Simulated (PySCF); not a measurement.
# C2H6AsGa: the cost of one run

The runs use PySCF 2.14.0, with density-fitted response routines of our own; the level of theory stands in each step. All values are computed, except where a source is named. Atoms count from 0, in the outputs and in this text.

## (1) Starting geometry

10 atoms, charge 0, multiplicity 1; geometry from: PBE0-D3(BJ)/def2-SVP.

Bonds of the start (Å): C0–C1 1.22, C1–Ga2 1.95, Ga2–As3 2.64, C0–H4 1.08, Ga2–H5 1.57, Ga2–H6 1.57, As3–H7 1.51, As3–H8 1.51, As3–H9 1.51.

## (2) Nuclear shieldings: PBE0/6-31G*

Job settings and geometry (Å):

```
{"job": {"kind": "nmr", "xc": "PBE0", "basis": "6-31G*", "pop": true}, "charge": 0, "multiplicity": 1}
C      2.118838    -1.452556    -0.417403
C      1.594366    -0.353406    -0.327986
Ga     0.658871     1.345300    -0.166934
As    -1.564613     0.013947     0.319722
H      2.598376    -2.412143    -0.497386
H      0.254743     2.067670    -1.498860
H      0.805339     2.110187     1.194714
H     -1.973433    -1.000121    -0.720835
H     -1.502981    -0.926445     1.499362
H     -2.939267     0.586481     0.594459
```

With the program's defaults for keys left out, this is: GIAO PBE0/6-31G* NMR shielding, non-relativistic, gas phase.

Command:

```console
$ OMP_NUM_THREADS=1 python probes_run.py task.json out
```

The driver reads the jobs from task.json and runs them one after another.

Q: Estimate the wall time and peak memory of this first job on 1 thread of Arm Neoverse V2, shared host.

About 10 s, with a peak of 0.6 GiB.
